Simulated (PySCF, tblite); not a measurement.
# C4H11BF3N: geometry, infrared bands and NMR shifts

What infrared bands and NMR shifts should C4H11BF3N (`CC[BH2-][NH2+]CC(F)(F)F`) show?

Programs: tblite 0.8.0 and PySCF 2.14.0, with density-fitted response routines of our own. Each step states its level of theory. These are calculated values for one molecule in the gas phase, unless marked as measured. Atoms are numbered from 0 throughout.

### 1 Starting geometry

20 atoms, charge 0, multiplicity 1; geometry from: force field or distance geometry start.

Bonds of the start (Å): C0–C1 1.50, C1–B2 1.57, B2–N3 1.54, N3–C4 1.43, C4–C5 1.51, C5–F6 1.37, C5–F7 1.37, C5–F8 1.40, C0–H9 1.11, C0–H10 1.12, C0–H11 1.11, C1–H12 1.11, C1–H13 1.13, B2–H14 1.20, B2–H15 1.20, N3–H16 1.05, N3–H17 1.06, C4–H18 1.13, C4–H19 1.10.

### 2 Relaxing the molecule with GFN2-xTB

Job settings and geometry (Å):

```
{"job": {"kind": "relax", "xc": "GFN2-xTB", "basis": "xTB"}, "charge": 0, "multiplicity": 1}
C      2.323600     0.774500    -0.263300
C      1.951600    -0.635600     0.083200
B      0.499700    -1.055400    -0.336200
N     -0.599400    -0.316300     0.454400
C     -1.280100     0.673600    -0.327000
C     -2.749000     0.343300    -0.309000
F     -3.513100     1.219100    -1.030500
F     -2.894900    -0.902000    -0.869000
F     -3.139000     0.307100     1.033800
H      3.347600     0.947000     0.128500
H      1.680500     1.534500     0.239100
H      2.378100     0.944800    -1.359200
H      2.699800    -1.291700    -0.414100
H      2.127600    -0.830800     1.186700
H      0.303700    -0.953800    -1.511200
H      0.360600    -2.210900    -0.059300
H     -0.236500     0.073600     1.362700
H     -1.312700    -1.053300     0.734300
H     -1.062000     1.654200     0.193100
H     -0.891100     0.788900    -1.349800
```

Run with:

```
OMP_NUM_THREADS=1 python probes_run.py task.json out
```

This one command runs all jobs of the session in turn.

Standard output:

```text
step      E/eV     max force
  0    -884.21260    2.664
  1    -884.61046    1.311
  2    -884.74515    0.858
  3    -884.82839    0.605
  4    -884.86829    0.490
  5    -884.89580    0.455
  6    -884.91330    0.296
  7    -884.92627    0.259
  8    -884.93790    0.228
  9    -884.94776    0.221
 10    -884.95499    0.195
 11    -884.96055    0.172
 12    -884.96598    0.201
 13    -884.97167    0.194
 14    -884.97696    0.169
 15    -884.98155    0.189
 16    -884.98556    0.180
 17    -884.98863    0.115
 18    -884.99044    0.076
 19    -884.99145    0.066
 20    -884.99228    0.092
 21    -884.99307    0.075
 22    -884.99366    0.056
 23    -884.99402    0.035
 24    -884.99430    0.043
 25    -884.99462    0.044
 26    -884.99498    0.047
 27    -884.99531    0.044
 28    -884.99560    0.049
 29    -884.99591    0.057
 30    -884.99623    0.042
 31    -884.99658    0.043
 32    -884.99697    0.045
 33    -884.99746    0.067
 34    -884.99804    0.076
 35    -884.99861    0.050
 36    -884.99909    0.048
 37    -884.99952    0.046
 38    -885.00000    0.064
 39    -885.00052    0.061
 40    -885.00104    0.052
 41    -885.00156    0.055
 42    -885.00211    0.048
 43    -885.00271    0.063
 44    -885.00334    0.061
 45    -885.00401    0.075
 46    -885.00486    0.073
 47    -885.00600    0.082
 48    -885.00736    0.100
 49    -885.00883    0.089
 50    -885.01060    0.097
 51    -885.01325    0.122
 52    -885.01749    0.185
 53    -885.02357    0.270
 54    -885.03061    0.272
 55    -885.03685    0.165
 56    -885.03580    0.251
 57    -885.03984    0.240
 58    -885.04337    0.126
 59    -885.04435    0.089
 60    -885.04646    0.077
 61    -885.05006    0.116
 62    -885.05234    0.127
 63    -885.05567    0.109
 64    -885.05780    0.095
 65    -885.05994    0.101
 66    -885.06231    0.129
 67    -885.06485    0.144
 68    -885.06774    0.116
 69    -885.07064    0.114
 70    -885.07398    0.133
 71    -885.07754    0.175
 72    -885.08147    0.161
 73    -885.08427    0.122
 74    -885.08644    0.099
 75    -885.08830    0.136
 76    -885.09016    0.098
 77    -885.09173    0.073
 78    -885.09252    0.064
 79    -885.09303    0.052
 80    -885.09362    0.051
 81    -885.09439    0.062
 82    -885.09525    0.084
 83    -885.09608    0.089
 84    -885.09705    0.078
 85    -885.09834    0.106
 86    -885.10000    0.137
 87    -885.10180    0.119
 88    -885.10355    0.107
 89    -885.10511    0.088
 90    -885.10679    0.111
 91    -885.10897    0.160
 92    -885.11205    0.159
 93    -885.11382    0.107
 94    -885.11488    0.046
 95    -885.11529    0.050
 96    -885.11568    0.059
 97    -885.11620    0.052
 98    -885.11684    0.066
 99    -885.11745    0.065
100    -885.11824    0.067
101    -885.11926    0.083
102    -885.12045    0.093
103    -885.12177    0.096
104    -885.12279    0.089
105    -885.12358    0.064
106    -885.12443    0.051
107    -885.12531    0.067
108    -885.12612    0.051
109    -885.12691    0.055
110    -885.12778    0.073
111    -885.12879    0.080
112    -885.12990    0.100
113    -885.13105    0.093
114    -885.13239    0.080
115    -885.13388    0.072
116    -885.13498    0.064
117    -885.13590    0.069
118    -885.13666    0.069
119    -885.13745    0.054
120    -885.13816    0.061
121    -885.13857    0.079
122    -885.13930    0.078
123    -885.13981    0.045
124    -885.14024    0.045
125    -885.14058    0.037
126    -885.14092    0.040
127    -885.14125    0.036
128    -885.14163    0.039
129    -885.14193    0.034
130    -885.14221    0.038
131    -885.14240    0.038
132    -885.14264    0.037
133    -885.14297    0.033
134    -885.14328    0.032
135    -885.14353    0.029
136    -885.14375    0.032
137    -885.14397    0.030
138    -885.14420    0.027
139    -885.14437    0.024
140    -885.14446    0.026
141    -885.14455    0.026
142    -885.14467    0.026
143    -885.14478    0.021
144    -885.14486    0.022
145    -885.14492    0.021
146    -885.14498    0.016
147    -885.14504    0.020
148    -885.14509    0.023
149    -885.14514    0.024
150    -885.14521    0.025
151    -885.14533    0.028
152    -885.14552    0.033
153    -885.14577    0.035
154    -885.14607    0.040
155    -885.14645    0.049
156    -885.14704    0.061
157    -885.14793    0.075
158    -885.14910    0.067
159    -885.15020    0.085
160    -885.15093    0.075
161    -885.15175    0.061
162    -885.15222    0.062
163    -885.15260    0.034
164    -885.15278    0.049
165    -885.15296    0.033
166    -885.15311    0.029
167    -885.15335    0.028
168    -885.15355    0.028
169    -885.15373    0.030
170    -885.15391    0.029
171    -885.15407    0.025
172    -885.15426    0.033
173    -885.15445    0.033
174    -885.15471    0.030
175    -885.15494    0.032
176    -885.15516    0.033
177    -885.15532    0.037
178    -885.15556    0.035
179    -885.15591    0.041
180    -885.15652    0.058
181    -885.15707    0.051
182    -885.15759    0.062
183    -885.15791    0.071
184    -885.15814    0.119
185    -885.15885    0.057
186    -885.15929    0.048
187    -885.15987    0.072
188    -885.16046    0.036
189    -885.16091    0.041
190    -885.16117    0.038
191    -885.16139    0.032
192    -885.16157    0.027
193    -885.16172    0.024
194    -885.16180    0.018
195    -885.16184    0.018
196    -885.16187    0.016
197    -885.16190    0.013
198    -885.16191    0.010
199    -885.16192    0.009
```

Wall time 1.3 s (1 thread of Intel Xeon Platinum 8488C, shared host); peak memory 0.18 GiB.

Along the way: (not every step is listed)

```csv
step,energy from step 0 (eV),largest force (eV/Å)
0,0.0000,2.6642
1,-0.3979,1.3113
2,-0.5326,0.8577
3,-0.6158,0.6053
4,-0.6557,0.4901
5,-0.6832,0.4550
6,-0.7007,0.2963
7,-0.7137,0.2589
8,-0.7253,0.2283
26,-0.7824,0.0474
44,-0.7907,0.0606
62,-0.8397,0.1269
80,-0.8810,0.0514
98,-0.9042,0.0663
116,-0.9224,0.0636
134,-0.9307,0.0323
152,-0.9329,0.0330
170,-0.9413,0.0288
188,-0.9479,0.0357
194,-0.9492,0.0176
195,-0.9492,0.0181
196,-0.9493,0.0163
197,-0.9493,0.0128
198,-0.9493,0.0101
199,-0.9493,0.0091
```

Close pairs (by a distance rule), those that changed most:

| bond | before (Å) | after (Å) | change (Å) |
| --- | --- | --- | --- |
| B2–N3 | 1.543 | 1.685 | +0.142 |
| C5–F8 | 1.399 | 1.343 | -0.056 |
| C1–B2 | 1.568 | 1.624 | +0.056 |
| N3–H17 | 1.063 | 1.016 | -0.047 |
| C1–H13 | 1.134 | 1.096 | -0.038 |
| C4–H18 | 1.131 | 1.093 | -0.038 |
| N3–H16 | 1.053 | 1.018 | -0.035 |
| C5–F6 | 1.368 | 1.333 | -0.035 |

The end geometry stands in the next job.

### 3 Vibrational analysis with GFN2-xTB

Job settings and geometry (Å):

```
{"job": {"kind": "ir", "xc": "GFN2-xTB", "basis": "xTB"}, "charge": 0, "multiplicity": 1}
C      1.989667     0.976714     0.048498
C      1.972637    -0.538853     0.266837
B      0.794430    -1.357384    -0.494448
N     -0.656840    -0.757306     0.114947
C     -1.297627     0.223718    -0.740949
C     -2.540647     0.816894    -0.081658
F     -3.150248     1.716705    -0.853742
F     -3.442785    -0.133663     0.214310
F     -2.239644     1.422034     1.078349
H      2.886459     1.423968     0.477049
H      1.134454     1.464430     0.520250
H      1.978179     1.207609    -1.015226
H      2.932188    -0.931699    -0.075060
H      1.947650    -0.725150     1.346512
H      0.751172    -1.169992    -1.667392
H      0.785403    -2.510936    -0.203463
H     -0.396515    -0.351172     1.011147
H     -1.267846    -1.552069     0.280628
H     -0.593959     1.031710    -0.955821
H     -1.591276    -0.244879    -1.683501
```

Standard output:

```text
mode    cm-1     km/mol
  1      32.9      0.37
  2      45.6      5.65
  3      91.8      6.32
  4      95.4      1.40
  5     138.7     20.02
  6     227.4      9.56
  7     245.6      3.16
  8     274.9      1.16
  9     335.4      2.02
 10     348.2     16.22
 11     401.4     18.25
 12     471.0      7.59
 13     490.9     20.19
 14     566.1      6.56
 15     638.0     58.05
 16     663.1     20.06
 17     750.0     26.43
 18     802.8      1.44
 19     814.6     24.12
 20     857.7     26.93
 21     881.6     28.67
 22     935.1     24.11
 23    1001.4    138.32
 24    1013.5     28.70
 25    1061.6      3.05
 26    1087.4    207.68
 27    1096.3     31.62
 28    1105.3    153.02
 29    1114.4    248.41
 30    1141.1    202.72
 31    1141.9     66.19
 32    1168.7    106.62
 33    1242.3     71.94
 34    1262.5      3.75
 35    1265.3      6.16
 36    1288.2     22.44
 37    1324.8      0.39
 38    1414.2      0.45
 39    1429.6     16.64
 40    1504.0     54.75
 41    1518.7      3.03
 42    1523.0      2.61
 43    1536.2      3.23
 44    2467.0    260.22
 45    2479.9    183.45
 46    2924.7    100.50
 47    2969.6     54.92
 48    2989.8     99.89
 49    2995.5      0.81
 50    3000.0      2.05
 51    3002.9     75.13
 52    3020.2     49.00
 53    3358.3     14.28
 54    3387.8     14.31
```

Wall time 0.65 s (1 thread of Intel Xeon Platinum 8488C, shared host); peak memory 0.18 GiB.

Which atoms move in the most intense modes:

```
cm⁻¹  km/mol                                 atoms
1001   138.3           H12 14 %, H10 12 %, H9 11 %
1087   207.7                      C5 55 %, F6 16 %
1105   153.0           H14 26 %, H15 19 %, B2 11 %
1114   248.4           N3 32 %, H16 20 %, H17 19 %
1141   202.7  C5 28 %, H16 18 %, C4 17 %, H18 11 %
1169   106.6                               C5 67 %
2467   260.2                    H15 70 %, H14 20 %
2480   183.4                    H14 73 %, H15 23 %
```

### 4 Nuclear shieldings: PBE0/pcSseg-1

Settings changed since step 3:

```diff
@@ -1,2 +1,2 @@
-{"job": {"kind": "ir", "xc": "GFN2-xTB", "basis": "xTB"}, "charge": 0, "multiplicity": 1}
+{"job": {"kind": "nmr", "xc": "PBE0", "basis": "pcSseg-1"}, "charge": 0, "multiplicity": 1}
 C      1.989667     0.976714     0.048498
```

Method: GIAO PBE0/pcSseg-1 NMR shielding, non-relativistic, gas phase.

Standard output:

```text
coarse grid: 16576 points
cycle   1  E = -537.3115040318  dE =  1.088e+00  |g| = 9.781e-01  |ddm| = 3.683e+00
cycle   2  E = -537.1698057087  dE =  1.417e-01  |g| = 1.400e+00  |ddm| = 1.540e+00
cycle   3  E = -537.5015040784  dE = -3.317e-01  |g| = 8.295e-02  |ddm| = 8.300e-01
cycle   4  E = -537.5027676615  dE = -1.264e-03  |g| = 4.137e-02  |ddm| = 1.135e-01
cycle   5  E = -537.5031363190  dE = -3.687e-04  |g| = 7.714e-03  |ddm| = 3.730e-02
cycle   6  E = -537.5031495655  dE = -1.325e-05  |g| = 2.025e-03  |ddm| = 8.354e-03
cycle   7  E = -537.5031505591  dE = -9.935e-07  |g| = 4.018e-04  |ddm| = 1.917e-03
final grid: 160936 points
cycle   8  E = -537.5721304289  dE = -1.019e-04  |g| = 9.865e-03  |ddm| = 3.893e-02
cycle   9  E = -537.5721210981  dE =  9.331e-06  |g| = 1.226e-02  |ddm| = 1.785e-02
cycle  10  E = -537.5721539106  dE = -3.281e-05  |g| = 1.007e-03  |ddm| = 9.183e-03
cycle  11  E = -537.5721540813  dE = -1.707e-07  |g| = 3.088e-04  |ddm| = 8.946e-04
cycle  12  E = -537.5721540965  dE = -1.521e-08  |g| = 9.717e-05  |ddm| = 2.586e-04
cycle  13  E = -537.5721540985  dE = -2.034e-09  |g| = 1.855e-05  |ddm| = 8.674e-05
cycle  14  E = -537.5721540986  dE = -7.117e-11  |g| = 5.121e-06  |ddm| = 1.836e-05
converged SCF energy = -537.5721540986

GIAO shielding tensors (ppm)
atom      isotropic    diamagn.    paramagn.     s11        s22        s33       span
  0 C      170.681     249.357     -78.676    158.132    170.851    183.060     24.927
  1 C      169.737     248.671     -78.934    162.967    168.796    177.450     14.483
  2 B      112.556     186.027     -73.471     96.753    106.382    134.532     37.779
  3 N      217.483     322.181    -104.698    205.360    216.828    230.259     24.900
  4 C      133.958     247.397    -113.439    110.860    129.751    161.263     50.403
  5 C       54.023     246.166    -192.143     51.350     54.794     55.924      4.574
  6 F      261.242     468.343    -207.101    176.352    267.893    339.480    163.128
  7 F      264.616     471.848    -207.233    172.522    270.550    350.775    178.253
  8 F      262.637     475.857    -213.220    174.047    266.966    346.899    172.852
  9 H       30.142      29.160       0.981     25.061     27.702     37.661     12.600
 10 H       31.176      33.619      -2.443     26.559     31.637     35.332      8.773
 11 H       30.779      31.150      -0.372     27.145     29.026     36.165      9.020
 12 H       30.848      30.161       0.687     25.760     28.760     38.025     12.266
 13 H       31.307      32.001      -0.694     27.600     29.473     36.848      9.248
 14 H       29.666      31.183      -1.517     25.614     29.553     33.831      8.217
 15 H       29.126      30.795      -1.670     25.121     29.435     32.821      7.700
 16 H       28.810      35.123      -6.312     22.824     28.099     35.507     12.683
 17 H       28.151      32.034      -3.883     19.642     27.282     37.529     17.887
 18 H       28.114      31.528      -3.414     22.996     29.479     31.867      8.871
 19 H       28.432      29.034      -0.602     23.865     28.646     32.785      8.920
```

Wall time 37 s (1 thread of Intel Xeon Platinum 8488C, shared host); peak memory 0.93 GiB.

Shifts follow as δ = σ(reference) − σ, with reference shieldings (ppm) from runs at the same level and on the same kind of geometry: ¹H TMS 31.72, ¹³C TMS 186.9, ¹⁹F CFCl3 170.9, ¹⁵N NH3 267.7, ¹¹B BF3·OEt2 100.1. The references are single molecules in the gas phase, so shifts against H2O, NH3, PH3, H3PO4 or CFCl3 are not on the usual liquid scales and can be off by tens of ppm. Atoms listed in one row are averaged.

| atoms | environment | σ (ppm) | δ (ppm) | δ scaled to CDCl3 |
| --- | --- | --- | --- | --- |
| C5 | CF3 carbon | 54.0 | 132.9 | 127.8 |
| C4 | sp3 CH2 bonded to N | 134.0 | 53.0 | 49.8 |
| C1 | sp3 CH2 bonded to B | 169.7 | 17.2 | 14.9 |
| C0 | methyl carbon | 170.7 | 16.2 | 13.9 |
| H18, H19 | hydrogen on an sp3 CH2 bonded to N | 28.27 | 3.44 | 3.35 |
| H16, H17 | hydrogen on a donor nitrogen of a Lewis adduct | 28.48 | 3.24 | – |
| H14, H15 | hydrogen on a boron bonded to C, N | 29.40 | 2.32 | – |
| H9, H10, H11 | hydrogen on a methyl carbon | 30.70 | 1.02 | 1.07 |
| H12, H13 | hydrogen on an sp3 CH2 bonded to B | 31.08 | 0.64 | 0.71 |
| B2 | boron bonded to C, N, 2 H | 112.6 | -12.5 | – |
| N3 | donor nitrogen of a Lewis adduct | 217.5 | 50.2 | – |
| F6, F7, F8 | fluorine of a CF3 group | 262.8 | -91.9 | – |

The scaled column applies a straight-line fit of computed shieldings to shifts measured in CDCl3, and one for carbons that bear F (root-mean-square error 0.16 ppm for H, 1.9 ppm for C).

Charges from the same density, by scheme (e):

| atoms | Mulliken | IAO | Hirshfeld | ESP fit |
| --- | --- | --- | --- | --- |
| C0 | -0.30 | -0.41 | -0.13 | -0.13 |
| C1 | -0.47 | -0.38 | -0.15 | 0.03 |
| B2 | 0.11 | -0.21 | -0.03 | 0.08 |
| N3 | -0.44 | -0.29 | -0.04 | -0.40 |
| C4 | -0.10 | -0.19 | -0.02 | -0.26 |
| C5 | 0.76 | 0.80 | 0.26 | 0.54 |
| F6, F7, F8 | -0.26 | -0.28 | -0.09 | -0.18 |

Mayer bond orders: C0–C1 1.05, C1–B2 0.96, B2–N3 0.51, N3–C4 0.95, C4–C5 1.00, C5–F6 1.02, C5–F7 1.00, C5–F8 1.00.

### 5 What came out

| quantity | value |
| --- | --- |
| strongest single infrared mode (GFN2-xTB) | 2467 cm⁻¹, 260 km/mol |
| zero-point energy (GFN2-xTB) | 98.6 kcal/mol |
| ¹³C shifts against TMS (PBE0/pcSseg-1) | 132.9, 53.0, 17.2, 16.2 ppm |
| ¹H shifts against TMS (PBE0/pcSseg-1, means over atoms taken as alike) | 3.44, 3.24, 2.32, 1.02, 0.64 ppm |
| ¹¹B shifts against BF3·OEt2 (PBE0/pcSseg-1) | -12.5 ppm |
| ¹⁵N shifts against NH3 (PBE0/pcSseg-1) | 50.2 ppm |
| ¹⁹F shifts against CFCl3 (PBE0/pcSseg-1, means over atoms taken as alike) | -91.9 ppm |

What this shows: Relaxing lowered the energy by 0.949 eV in 199 steps; the close pair that moved most is B2–N3, from 1.543 to 1.685 Å. All 54 modes are real, so the xTB geometry is a minimum. The strongest single mode, at 2467 cm⁻¹, moves mainly H15. Unscaled tight-binding wavenumbers are off by several per cent, some by more. Its intensities can rank the bands wrongly. H18, H19 (mean) (hydrogen on an sp3 CH2 bonded to N) lies farthest downfield among hydrogen, at 3.44 ppm; its carbon carries N, which withdraws density. At PBE0/pcSseg-1: The widest tensor belongs to F6, F7, F8: span 171 ppm, with a paramagnetic part of -209 ppm.
